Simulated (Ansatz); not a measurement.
# FeSe2: the cost of one run

Computed with Ansatz 0.2.0 (DFT LDA+U (U_eff = 1 eV on Fe d), plane waves, PAW, unless a step's input says otherwise).

## (1) The system as given

Symmetry: Pnnm, No. 58, orthorhombic system. Conventional cell: a = 4.788 Å, b = 5.778 Å, c = 3.582 Å, α = 90.00°, β = 90.00°, γ = 90.00°. Around Fe (site symmetry 2/m) lie 6 Se at 2.37 to 2.38 Å. Around Se (site symmetry m) lie 3 Fe at 2.37 to 2.38 Å and 1 Se at 2.55 Å.

Structure file:

```cif
data_structure
_symmetry_space_group_name_H-M 'P 1'
_symmetry_Int_Tables_number 1
_cell_length_a 4.7885
_cell_length_b 5.7782
_cell_length_c 3.5821
_cell_angle_alpha 90.000
_cell_angle_beta 90.000
_cell_angle_gamma 90.000
_cell_volume 99.11
loop_
_atom_site_label
_atom_site_type_symbol
_atom_site_fract_x
_atom_site_fract_y
_atom_site_fract_z
_atom_site_occupancy
Fe1 Fe 0.00000 0.00000 0.00000 1
Fe2 Fe 0.50000 0.50000 0.50000 1
Se1 Se 0.21480 0.36920 0.00000 1
Se2 Se 0.78520 0.63080 0.00000 1
Se3 Se 0.71480 0.13080 0.50000 1
Se4 Se 0.28520 0.86920 0.50000 1
```

An earlier series on this cell reached its lowest free state from «ferrimagnetic site moments held at first, then free», perhaps among other starts (it ended without moments).

## (2) Antiferromagnetic start, free

File input.yaml:

```yaml
crystal:
  lattice:
    - [4.78849992, 0.0, 0.0]
    - [0.0, 5.7781999, 0.0]
    - [0.0, 0.0, 3.58209994]
  atoms:
    - { symbol: Fe, position: [0.0, 0.0, 0.0], spin: 4.0 }
    - { symbol: Fe, position: [0.5, 0.5, 0.5], spin: -4.0 }
    - { symbol: Se, position: [0.2148, 0.3692, 0.0] }
    - { symbol: Se, position: [0.7852, 0.6308, 0.0] }
    - { symbol: Se, position: [0.7148, 0.1308, 0.5] }
    - { symbol: Se, position: [0.2852, 0.8692, 0.5] }
basis:
  ecutwfc: 420
  ecutrho_ratio: 4
kpoints:
  mp_grid: { grid: [4, 4, 5] }
hamiltonian:
  xc: lda
  hubbard:
    sites:
      - { site: 0, l: d, u_eff: 1.0, starting_ns: [{ spin: up, occupation_matrix: s0up }, { spin: down, occupation_matrix: s0down }] }
      - { site: 1, l: d, u_eff: 1.0, starting_ns: [{ spin: up, occupation_matrix: s1up }, { spin: down, occupation_matrix: s1down }] }
    occupation_matrices:
      s0up:
        matrix:
          - [0.97, 0.0, 0.0, 0.0, 0.0]
          - [0.0, 0.2165, 0.38479, 0.0, 0.0]
          - [0.0, 0.38479, 0.7735, 0.0, 0.0]
          - [0.0, 0.0, 0.0, 0.97, 0.0]
          - [0.0, 0.0, 0.0, 0.0, 0.97]
      s0down:
        matrix:
          - [0.02, 0.0, 0.0, 0.0, 0.0]
          - [0.0, 0.02, 0.0, 0.0, 0.0]
          - [0.0, 0.0, 0.02, 0.0, 0.0]
          - [0.0, 0.0, 0.0, 0.02, 0.0]
          - [0.0, 0.0, 0.0, 0.0, 0.02]
      s1up:
        matrix:
          - [0.02, 0.0, 0.0, 0.0, 0.0]
          - [0.0, 0.02, 0.0, 0.0, 0.0]
          - [0.0, 0.0, 0.02, 0.0, 0.0]
          - [0.0, 0.0, 0.0, 0.02, 0.0]
          - [0.0, 0.0, 0.0, 0.0, 0.02]
      s1down:
        matrix:
          - [0.97, 0.0, 0.0, 0.0, 0.0]
          - [0.0, 0.2165, -0.38479, 0.0, 0.0]
          - [0.0, -0.38479, 0.7735, 0.0, 0.0]
          - [0.0, 0.0, 0.0, 0.97, 0.0]
          - [0.0, 0.0, 0.0, 0.0, 0.97]
    ns_hold: { iters: 8 }
scf:
  occupations: { method: gaussian, width: 0.05 }
  lower_state_search: "off"
  max_iter: 150
output:
  forces: true
  stress: true
  eigenvalues: true
  populations: true
  hubbard: { sites: [{ site: 0, l: d }, { site: 1, l: d }] }
  write_density: true
  write_potential: true
  elf: true
  volumetric_format: npy
magnetization:
  spin_polarized: true
```

The typed matrices put 0.97 on the chosen orbitals and 0.02 on the others, and are held for 8 cycles.

Started as:

```
ansatz run input.yaml --threads 4 --pin off --max-ram 6144MiB --backend cpu --events-out ev --progress --plain --runs-dir out
```

Q: Estimate wall time and peak memory on 4 threads of Arm Neoverse V1, shared host.

About 21 s, with a peak of 0.7 GiB.
